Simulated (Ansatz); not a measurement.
This script for a comparison of functionals at one structure of O, space group Fd-3m with the Python package of Ansatz (0.2.0) holds a mistake.

Contents of `o.cif`:
```cif
data_O
_cell_length_a 3.070055
_cell_length_b 3.070055
_cell_length_c 3.070055
_cell_angle_alpha 60.00000
_cell_angle_beta 60.00000
_cell_angle_gamma 60.00000
_symmetry_space_group_name_H-M 'P 1'
_symmetry_Int_Tables_number 1
loop_
_symmetry_equiv_pos_as_xyz
'x, y, z'
loop_
_atom_site_label
_atom_site_type_symbol
_atom_site_fract_x
_atom_site_fract_y
_atom_site_fract_z
O1 O    0.250000    0.250000    0.250000
O2 O    0.000000    0.000000    0.000000
```

Script `xc.py`:
```python
# -*- coding: utf-8 -*-
"""One structure of O under several functionals."""

import ansatz as az
from ase.io import read

atoms = read("o.cif")
system = az.Crystal.from_ase(atoms)

base = system.calculation()
base = base.basis(19 * az.Ha).kpoints(6, 6, 6, shift=0.5)
base = base.occupations("Fixed").mixing("anderson", beta=0.1)
base = base.eigensolver("auto")
base = base.scf(lower_state_search="off")
base = base.stress()

rows = []
for value in ["blyp", "lda", "r2scan"]:
    r = base.functional(value).run().report
    rows.append((value, r["free_energy_ev"] / len(r["lattice"]["sites"]), r["n_iterations"], sum(r["stress_gpa"][i][i] for i in range(3)) / 3, r["n_kpoints"]))

print("  functional   F/atom (eV)    iterations       P (GPa)      k-points")
for row in rows:
    print(f"{str(row[0]):>12s}  {row[1]:12.5f}  {row[2]:12d}  {row[3]:12.3f}  {row[4]:12d}")
```

Running `python xc.py` prints:
```text
DeckWarning: crystal.symmetry: narrowed to the stabiliser of the k-point mesh — unitary ops 48 → 12; excluded 36 operations that carry a point of the 6×6×6 mesh (shift [0.5, 0.5, 0.5]) off the mesh [...]
RunWarning: iter 1: σ=0 fill of 6 bands saw a band overlap (occupied 3.4735 eV > unoccupied 2.5247 eV) — on an unconverged iterate often a transient of an unconverged empty band; one that stands at [...]
RunWarning: a fill by count may have filled part of one level: at k-index 0 the highest filled band, 2.761555 eV, and the lowest empty band, 2.761555 eV, stand 1.332e-15 eV apart, within the solve's [...]
RunWarning: the bands overlap at the fill by count (6 filled at each k-point of a channel): the highest filled level, 3.723323 eV at k-index 26, stands 0.9618 eV over the lowest empty one, 2.761555 [...]
  functional   F/atom (eV)    iterations       P (GPa)      k-points
        blyp    -564.90802             7        12.093            28
         lda    -550.69594             9        -3.201            28
      r2scan    -563.63698             8         2.713            28
```
(Warnings from the package without file and line, shortened, repeats left out.)

No error stopped it. What is wrong with the input all the same?

The fault: fixed occupations, though the bands overlap at this level of theory. The change:

```diff
--- before
+++ after
@@ -11,3 +11,3 @@
 base = base.basis(19 * az.Ha).kpoints(6, 6, 6, shift=0.5)
-base = base.occupations("Fixed").mixing("anderson", beta=0.1)
+base = base.occupations("fermi_dirac", width=0.05).mixing("anderson", beta=0.1)
 base = base.eigensolver("auto")
```

After the fix:

Running `python xc.py` prints:
```text
DeckWarning: crystal.symmetry: narrowed to the stabiliser of the k-point mesh — unitary ops 48 → 12; excluded 36 operations that carry a point of the 6×6×6 mesh (shift [0.5, 0.5, 0.5]) off the mesh (the run samples exactly the mesh kpoints.mp_grid names, as [...]
  functional   F/atom (eV)    iterations       P (GPa)      k-points
        blyp    -564.95640             7        10.309            28
         lda    -550.74613             7        -5.040            28
      r2scan    -563.68693             8         0.826            28
```
(Warnings from the package without file and line, shortened.)

Caveats:
- BLYP can be off by several per cent in the lattices of metals, and by several GPa in the pressure at a fixed cell.
- The mesh is modest for a metal, so energies can be off by several to tens of meV an atom and pressures by half a GPa or more; differences at equal mesh fare better.
- No spin polarisation was allowed.
- Pressure is positive in compression.
- This isn't the structure that O takes at ambient conditions.
- Total energies of different functionals can't be compared; pressures, moments and gaps at this one structure can.
- Hardware and time: 3.5 s on 1 thread of Arm Neoverse V2, on a shared host, peak memory 0.43 GiB.
